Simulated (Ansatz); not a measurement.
# Mg12H: the cost of one run

Method: DFT PBE, plane waves, PAW, scalar-relativistic, no spin polarisation, in Ansatz 0.2.0.

### 1 The system as given

The cell holds 13 atoms (HMg12): a = 6.420 Å, b = 9.630 Å, c = 5.213 Å, α = 90.00°, β = 90.00°, γ = 120.00°.

Structure file:

```
Mg H
1.0
     6.42000    0.00000    0.00000
    -4.81500    8.33982    0.00000
     0.00000    0.00000    5.21304
Mg H
12 1
Direct
  0.00000 0.00000 0.00000
  0.16667 0.22222 0.50000
  0.00000 0.33333 0.00000
  0.16667 0.55556 0.50000
  0.00000 0.66667 0.00000
  0.16667 0.88889 0.50000
  0.50000 0.00000 0.00000
  0.66667 0.22222 0.50000
  0.50000 0.33333 0.00000
  0.66667 0.55556 0.50000
  0.50000 0.66667 0.00000
  0.66667 0.88889 0.50000
  0.33928 0.11348 0.25474
```

### 2 Relaxing the start

File input.yaml:

```yaml
accuracy: low
crystal:
  lattice:
    - [6.42, 0.0, 0.0]
    - [-4.815, 8.339825, 0.0]
    - [0.0, 0.0, 5.21304]
  atoms:
    - { symbol: Mg, position: [0.0, 0.0, 0.0] }
    - { symbol: Mg, position: [0.1666667, 0.2222222, 0.5] }
    - { symbol: Mg, position: [0.0, 0.3333333, 0.0] }
    - { symbol: Mg, position: [0.1666667, 0.5555556, 0.5] }
    - { symbol: Mg, position: [0.0, 0.6666667, 0.0] }
    - { symbol: Mg, position: [0.1666667, 0.8888889, 0.5] }
    - { symbol: Mg, position: [0.5, 0.0, 0.0] }
    - { symbol: Mg, position: [0.6666667, 0.2222222, 0.5] }
    - { symbol: Mg, position: [0.5, 0.3333333, 0.0] }
    - { symbol: Mg, position: [0.6666667, 0.5555556, 0.5] }
    - { symbol: Mg, position: [0.5, 0.6666667, 0.0] }
    - { symbol: Mg, position: [0.6666667, 0.8888889, 0.5] }
    - { symbol: H, position: [0.3392843, 0.113475, 0.2547381] }
basis:
  ecutwfc: 420.0
kpoints:
  mp_grid: { grid: [3, 2, 3] }
hamiltonian:
  xc: pbe
scf:
  occupations: { method: fermi_dirac, width: 0.1 }
  lower_state_search: "off"
relax:
  f_tol: 0.08
  max_steps: 25
  adjacent_minimum: "off"
output:
  write_density: true
  write_potential: true
  elf: true
  volumetric_format: npy
```

Started as:

```sh
> ansatz run input.yaml --threads 2 --pin off --max-ram 5120MiB --backend cpu --events-out ev --progress --plain --runs-dir out
```

Q: Estimate wall time and peak memory on 2 threads of Arm Neoverse V2, shared host.

About 14 s, with a peak of 0.63 GiB.
